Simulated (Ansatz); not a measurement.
# C3H8Sn: the cost of one run

Program: Ansatz 0.2.0, driven from Python. Level of theory: r2SCAN+D3(BJ)/def2-SVPD. These are calculated values, not measurements.

## 1. Starting point

Bond lengths: C1–C2 1.272 Å, C2–C3 1.481 Å, C2–Sn4 2.149 Å, C1–H5 1.134 Å, C1–H6 1.127 Å, C3–H7 1.090 Å, C3–H8 1.181 Å, C3–H9 1.146 Å, Sn4–H10 1.688 Å, Sn4–H11 1.804 Å, Sn4–H12 1.732 Å. Angles (14 of 18 angles, heavy atoms first): C1–C2–C3 121.1°, C1–C2–Sn4 120.2°, C3–C2–Sn4 118.7°, C2–C1–H5 122.2°, C2–C1–H6 124.8°, C2–C3–H7 111.6°, C2–C3–H8 107.8°, C2–C3–H9 114.5°, C2–Sn4–H10 109.8°, C2–Sn4–H11 105.2°, C2–Sn4–H12 108.7°, H5–C1–H6 112.9°, H7–C3–H8 106.8°, H7–C3–H9 110.2°.

No structure file is read: the coordinates are typed or built in the script.

## 2. The script

Input file run_tae.py:

```python
"""Atomisation energy of C3H8Sn at the given geometry."""

from collections import Counter

import ansatz as az


def energy_of(molecule, charge=0, unpaired=0):
    calc = (
        molecule.calculation()
        .basis(gaussian="def2-SVPD")
        .functional("r2scan", dispersion="d3bj")
        .accuracy("high")
        .scf(lower_state_search="standard")
    )
    if charge:
        calc = calc.charge(charge)
    if unpaired:
        calc = calc.spin("collinear", total=unpaired)
    report = calc.run().report
    if report["published_state_doubts"]:
        print("  doubts:", report["published_state_doubts"])
    return report["free_energy_ev"]

c3h8sn = (
    az.Crystal.molecule()
    .atom("C", [-0.8776, 1.3349, 0.0116])
    .atom("C", [-0.2055, 0.2693, 0.1869])
    .atom("C", [0.0492, -0.26, 1.5466])
    .atom("Sn", [0.6478, -0.7585, -1.4964])
    .atom("H", [-1.1147, 1.7376, -1.0217])
    .atom("H", [-1.3355, 1.9489, 0.8381])
    .atom("H", [-0.298, -1.2884, 1.6483])
    .atom("H", [1.218, -0.277, 1.7143])
    .atom("H", [-0.3717, 0.3853, 2.3954])
    .atom("H", [1.6346, 0.2957, -2.3705])
    .atom("H", [-0.7605, -1.2839, -2.4942])
    .atom("H", [1.491, -2.159, -0.9244])
)

# unpaired electrons of the ground-state atoms
unpaired = {"C": 2, "Sn": 2, "H": 1}
counts = Counter(site.symbol for site in c3h8sn.cartesian_sites)
atom_energy = {s: energy_of(az.Crystal.molecule().atom(s, (0, 0, 0)), 0, unpaired[s]) for s in counts}
whole = energy_of(c3h8sn, 0, 0)
for s, e in atom_energy.items():
    print(f"{s:2s} x{counts[s]}  {e:14.5f} eV")
print(f"C3H8Sn: {whole:.5f} eV")
split = sum(counts[s] * e for s, e in atom_energy.items()) - whole
print(f"atomisation energy (no zero-point term): {96.485332 * split:.1f} kJ/mol, {split / sum(counts.values()):.3f} eV an atom")
```

## 3. The calls as engine input

The package turns the script's settings into the engine's input (first run):

```yaml
crystal:
  periodic: [false, false, false]
  atoms:
    - { symbol: C, position_ang: [0.0, 0.0, 0.0] }
accuracy: high
basis:
  gaussian:
    orbitals: def2-SVPD
hamiltonian:
  xc: r2scan
  dispersion: d3bj
magnetization:
  spin_polarized: true
  initial_magnetization: 2.0
scf:
  lower_state_search: standard
```

## 4. The run

The run is started by

```sh
> python run_tae.py
```

Q: Estimate wall time and peak memory on 1 thread of Arm Neoverse V1, shared host.

About 51 s, with a peak of 0.83 GiB.
